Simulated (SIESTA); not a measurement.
# NiMoIrPdW (P3m1) in SIESTA: further runs, part 2 of 3

SIESTA 5.4.2. The steps go on from the part before.

## Step 3: Band structure, PBE, collinear spin, ferromagnetic start

File NiMoIrPdW.fdf:

```
SystemName                      NiMoIrPdW
SystemLabel                     NiMoIrPdW
NumberOfSpecies                 5
NumberOfAtoms                   5
%block ChemicalSpeciesLabel
  1  28 Ni
  2  42 Mo
  3  46 Pd
  4  77 Ir
  5  74 W
%endblock ChemicalSpeciesLabel

LatticeConstant                 1.0 Ang
%block LatticeVectors
     4.1170500000     0.0000000000     0.0000000000
    -2.0585300000     3.5654700000     0.0000000000
     0.0000000000     0.0000000000     5.4458000000
%endblock LatticeVectors
AtomicCoordinatesFormat         Fractional
%block AtomicCoordinatesAndAtomicSpecies
     0.0000000000     0.0000000000     0.9577500000  1  Ni
     0.6666700000     0.3333300000     0.9616100000  2  Mo
     0.6666700000     0.3333300000     0.4629500000  3  Pd
     0.3333300000     0.6666700000     0.7257200000  4  Ir
     0.3333300000     0.6666700000     0.2364200000  5  W
%endblock AtomicCoordinatesAndAtomicSpecies

%block kgrid.MonkhorstPack
    8   0   0  0.0
    0   8   0  0.0
    0   0   5  0.0
%endblock kgrid.MonkhorstPack
XC.Functional                   GGA
XC.Authors                      PBE
PAO.BasisSize                   DZP
PAO.EnergyShift                 0.003 Ry
Mesh.Cutoff                     800 Ry
Spin                            polarized
%block DM.InitSpin
    1   1.000
    2   1.000
    3   0.000
    4   0.600
    5   0.000
%endblock DM.InitSpin
OccupationFunction              FD
ElectronicTemperature           0.05 eV
MaxSCFIterations                200
SCF.MustConverge                false
SCF.Mixer.Method                Pulay
SCF.Mixer.Weight                0.1
SCF.Mixer.History               10
SCF.DM.Tolerance                5.0e-05
SCF.H.Tolerance                 1.0e-03 eV
WriteForces                     true
Charge.Mulliken                 end
BandLinesScale                  ReciprocalLatticeVectors
%block BandLines
    1    0.000000   0.000000   0.000000  \Gamma
   11    0.500000   0.000000   0.000000  M
    6    0.333333   0.333333   0.000000  K
   12    0.000000   0.000000   0.000000  \Gamma
    7    0.000000   0.000000   0.500000  A
   11    0.500000   0.000000   0.500000  L
    6    0.333333   0.333333   0.500000  H
   12    0.000000   0.000000   0.500000  A
    1    0.500000   0.000000   0.500000  L
    7    0.500000   0.000000   0.000000  M
    1    0.333333   0.333333   0.000000  K
    7    0.333333   0.333333   0.500000  H
%endblock BandLines
%block PAO.Basis
  Ni 5
  n=3 0 2
    2.432 0.000
  n=4 0 2
    7.095 0.000
  n=3 1 2
    2.716 0.000
  n=4 1 1
    7.095
  n=3 2 2
    4.466 0.000
  Mo 5
  n=4 0 2
    3.234 0.000
  n=5 0 2
    8.986 0.000
  n=4 1 2
    3.729 0.000
  n=5 1 1
    8.986
  n=4 2 2
    6.762 0.000
  Pd 5
  n=4 0 2
    2.822 0.000
  n=5 0 2
    8.721 0.000
  n=4 1 2
    3.234 0.000
  n=5 1 1
    8.721
  n=4 2 2
    5.877 0.000
  Ir 5
  n=5 0 2
    2.793 0.000
  n=6 0 2
    6.789 0.000
  n=5 1 2
    3.326 0.000
  n=6 1 1
    6.789
  n=5 2 2
    5.613 0.000
  W 5
  n=5 0 2
    3.045 0.000
  n=6 0 2
    7.641 0.000
  n=5 1 2
    3.655 0.000
  n=6 1 1
    7.641
  n=5 2 2
    6.655 0.000
%endblock PAO.Basis
Diag.ParallelOverK              true
```

Potentials or basis: PseudoDojo 0.4 standard (PBE files), DZP (energy shift 0.003 Ry; two zetas on semicore shells).

Launch:

```
mpirun -n 4 siesta NiMoIrPdW.fdf > NiMoIrPdW.out 2>&1
```

Run time: 1.9 min. Hardware: 4 MPI ranks of Intel Xeon 6975P-C (Granite Rapids), shared host; peak memory 0.42 GiB.

Results (log left out):

| Item | Value |
| --- | --- |
| Free energy | -15359.2153 eV |
| Pressure | 2.7 GPa |
| Largest force | 0.133 eV/Å |
| Band gap on the k mesh | none (metal or under the smearing width) |
| Net moment | 0.00 μB per cell |

Forces on the atoms (eV/Å):
```
Ni   0.000  0.000 -0.033
Mo   0.000  0.000  0.114
Pd   0.000  0.000  0.133
Ir   0.000  0.000 -0.106
W    0.000  0.000 -0.110
```

Stress tensor (GPa, compression positive):
```
2.26 0.00 0.00
0.00 2.25 0.00
0.00 0.00 3.50
```

Levels at the corners of the path, in eV from the Fermi level:
Spin up:
| point | band 36 | band 37 | band 38 | band 39 | band 40 | band 41 | band 42 | band 43 | band 44 | band 45 |
| --- | --- | --- | --- | --- | --- | --- | --- | --- | --- | --- |
| Γ | -1.72 | -1.72 | -0.89 | -0.79 | -0.79 | 0.77 | 0.77 | 1.79 | 1.79 | 3.00 |
| M | -1.55 | -1.47 | -1.07 | -0.52 | -0.31 | 0.98 | 1.18 | 1.26 | 1.66 | 1.94 |
| K | -1.72 | -1.55 | -1.44 | -1.26 | 0.33 | 0.37 | 0.45 | 1.07 | 1.39 | 1.99 |
| Γ | -1.72 | -1.72 | -0.89 | -0.79 | -0.79 | 0.77 | 0.77 | 1.79 | 1.79 | 3.00 |
| A | -1.45 | -1.45 | -0.79 | -0.33 | -0.33 | -0.19 | -0.19 | 0.96 | 2.28 | 2.28 |
| L | -1.78 | -1.74 | -1.63 | -0.92 | -0.89 | -0.34 | 0.02 | 0.36 | 1.14 | 1.43 |
| H | -2.01 | -1.89 | -1.73 | -1.15 | -0.92 | -0.53 | -0.27 | 0.68 | 1.19 | 1.77 |
| A | -1.45 | -1.45 | -0.79 | -0.33 | -0.33 | -0.19 | -0.19 | 0.96 | 2.28 | 2.28 |
| L | -1.78 | -1.74 | -1.63 | -0.92 | -0.89 | -0.34 | 0.02 | 0.36 | 1.14 | 1.43 |
| M | -1.55 | -1.47 | -1.07 | -0.52 | -0.31 | 0.98 | 1.18 | 1.26 | 1.66 | 1.94 |
| K | -1.72 | -1.55 | -1.44 | -1.26 | 0.33 | 0.37 | 0.45 | 1.07 | 1.39 | 1.99 |
| H | -2.01 | -1.89 | -1.73 | -1.15 | -0.92 | -0.53 | -0.27 | 0.68 | 1.19 | 1.77 |
Spin down:
| point | band 36 | band 37 | band 38 | band 39 | band 40 | band 41 | band 42 | band 43 | band 44 | band 45 |
| --- | --- | --- | --- | --- | --- | --- | --- | --- | --- | --- |
| Γ | -1.72 | -1.72 | -0.89 | -0.79 | -0.79 | 0.77 | 0.77 | 1.79 | 1.79 | 3.00 |
| M | -1.55 | -1.47 | -1.07 | -0.52 | -0.31 | 0.98 | 1.18 | 1.26 | 1.66 | 1.94 |
| K | -1.72 | -1.55 | -1.44 | -1.26 | 0.33 | 0.37 | 0.45 | 1.07 | 1.39 | 1.99 |
| Γ | -1.72 | -1.72 | -0.89 | -0.79 | -0.79 | 0.77 | 0.77 | 1.79 | 1.79 | 3.00 |
| A | -1.45 | -1.45 | -0.79 | -0.33 | -0.33 | -0.19 | -0.19 | 0.96 | 2.28 | 2.28 |
| L | -1.78 | -1.74 | -1.63 | -0.92 | -0.89 | -0.34 | 0.02 | 0.36 | 1.14 | 1.43 |
| H | -2.01 | -1.89 | -1.73 | -1.15 | -0.92 | -0.53 | -0.27 | 0.68 | 1.19 | 1.77 |
| A | -1.45 | -1.45 | -0.79 | -0.33 | -0.33 | -0.19 | -0.19 | 0.96 | 2.28 | 2.28 |
| L | -1.78 | -1.74 | -1.63 | -0.92 | -0.89 | -0.34 | 0.02 | 0.36 | 1.14 | 1.43 |
| M | -1.55 | -1.47 | -1.07 | -0.52 | -0.31 | 0.98 | 1.18 | 1.26 | 1.66 | 1.94 |
| K | -1.72 | -1.55 | -1.44 | -1.26 | 0.33 | 0.37 | 0.45 | 1.07 | 1.39 | 1.99 |
| H | -2.01 | -1.89 | -1.73 | -1.15 | -0.92 | -0.53 | -0.27 | 0.68 | 1.19 | 1.77 |

Caveat: short orbitals over semicore shells can move pressures by several GPa; the valence orbitals were made in a potential fitted to the semicore shell under them, which widens gaps by tenths of an eV or more; spin-orbit coupling is left out, which moves the levels of the heavy elements; the basis of atomic orbitals isn't converged, which shifts pressures, moduli and gaps.

(Continued in part 3 of 3.)
